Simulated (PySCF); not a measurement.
# BCl2F (SMILES FB(Cl)Cl) at B3LYP/STO-6G

Aim: the vertical singlet–triplet gap of BCl2F at B3LYP/STO-6G, from 2 runs. The job is set up through a Python script.

Program for the calculation: PySCF 2.14.0.

4 further runs of the same task are left out: 4 set aside as unsound or not needed.

**1. The molecule**

BCl2F: 4 atoms, total charge 0, spin state singlet. SMILES: `FB(Cl)Cl`. Geometry: relaxed at GFN2-xTB.

Bond lengths: B1–Cl2 1.712 Å, B1–Cl3 1.712 Å, B1–F4 1.323 Å. Angles: Cl2–B1–Cl3 123.6°, Cl2–B1–F4 118.2°, Cl3–B1–F4 118.2°.

**2. A single-point energy at B3LYP/STO-6G**

The input, run.py:

```python
# BCl2F
from pyscf import gto, dft

system = gto.M(
    atom='''
B     -0.071583    -0.119450    -0.000907
Cl     3.158809    -0.277109     0.025984
Cl    -1.727644     2.659090    -0.032106
F     -1.359582    -2.262531     0.007030
''',
    verbose=3,
    charge=0,
    max_memory=1860,
    basis='sto-6g',
    spin=0,
    unit='bohr',
)

ks = dft.RKS(system, xc='b3lyp')
ks.conv_tol = 1e-10
ks.grids.level = 5
ks.kernel()
if not ks.converged:
    ks = ks.newton().run(ks.mo_coeff, ks.mo_occ)

e_final = ks.e_tot
print('Final energy', e_final)
```

Run with:

```bash
OMP_NUM_THREADS=1 python run.py
```

Standard output:

```text
converged SCF energy = -1041.48011416717
Final energy -1041.4801141671674
```

It took 4.8 s on 1 thread of Intel Xeon Platinum 8488C (Sapphire Rapids), shared host; peak memory 0.23 GiB.

**3. The triplet**

The input, job.py:

```python
from pyscf import gto, dft

mol = gto.M(
    atom=[
    ('B', (-0.037880, -0.063210, -0.000480)),
    ('Cl', (1.671570, -0.146640, 0.013750)),
    ('Cl', (-0.914230, 1.407130, -0.016990)),
    ('F', (-0.719460, -1.197280, 0.003720)),
],
    max_memory=1860,
    verbose=3,
    spin=2,
    basis='sto-6g',
    charge=0,
)

ks = dft.UKS(mol)
ks.xc = 'b3lyp'
ks.conv_tol = 1e-10
ks.grids.level = 5
ks.kernel()
if not ks.converged:
    ks = ks.newton().run(ks.mo_coeff, ks.mo_occ)

e_tot = ks.e_tot
print('Final energy', e_tot)
```

Run with:

```bash
OMP_NUM_THREADS=1 python job.py
```

Standard output:

```text
WARN: HOMO -0.0138329851726036 >= LUMO -0.413736323101308

WARN: HOMO 0.0454735879067727 >= LUMO -0.0947230162777286

WARN: HOMO -0.016784509074291 >= LUMO -0.22212154559228

WARN: HOMO -0.0224260665791978 >= LUMO -0.224363891701509

WARN: HOMO -0.0111221076735614 >= LUMO -0.220140619898053

WARN: HOMO -0.0155897864631529 >= LUMO -0.220696374774645

WARN: HOMO -0.016433336386369 >= LUMO -0.221053499508343

WARN: HOMO -0.0166730424203475 >= LUMO -0.221262404365351

WARN: HOMO -0.0167158879261073 >= LUMO -0.221292988229507

WARN: HOMO -0.0167709951274391 >= LUMO -0.221318623512846

WARN: HOMO -0.0167740710628513 >= LUMO -0.22132053214182

WARN: HOMO -0.0167742610032748 >= LUMO -0.221320647536716

WARN: HOMO -0.0167741993484224 >= LUMO -0.221320575803485

converged SCF energy = -1041.21986731414  <S^2> = 2.0026299  2S+1 = 3.0017527
Final energy -1041.2198673141363
```

Wall time 9.3 s (1 thread of Intel Xeon Platinum 8488C (Sapphire Rapids), shared host); peak memory 0.24 GiB.

**4. Results**

At B3LYP/STO-6G:

| quantity | value |
| --- | --- |
| singlet: total energy | -1041.48011 Eh |
| singlet: dipole moment | 1.18 D |
| singlet: HOMO energy | -7.52 eV |
| singlet: LUMO energy | 1.10 eV |
| singlet: HOMO–LUMO gap | 8.62 eV |
| triplet: total energy | -1041.21987 Eh |
| triplet: dipole moment | 0.98 D |
| triplet: HOMO energy (highest over α and β) | -0.46 eV |
| triplet: ⟨S²⟩ | 2.003 |
| vertical energy of the triplet above the singlet | 7.082 eV |

At this shape the triplet lies 7.08 eV (683 kJ/mol) above the singlet. In a minimal basis such a difference can be off by several eV, whatever the method. Mulliken charges (singlet) run from -0.15 on Cl3 to +0.38 on B1; they depend strongly on the basis. Mulliken charges (triplet) run from -0.08 on Cl2 to +0.14 on B1; they depend strongly on the basis.
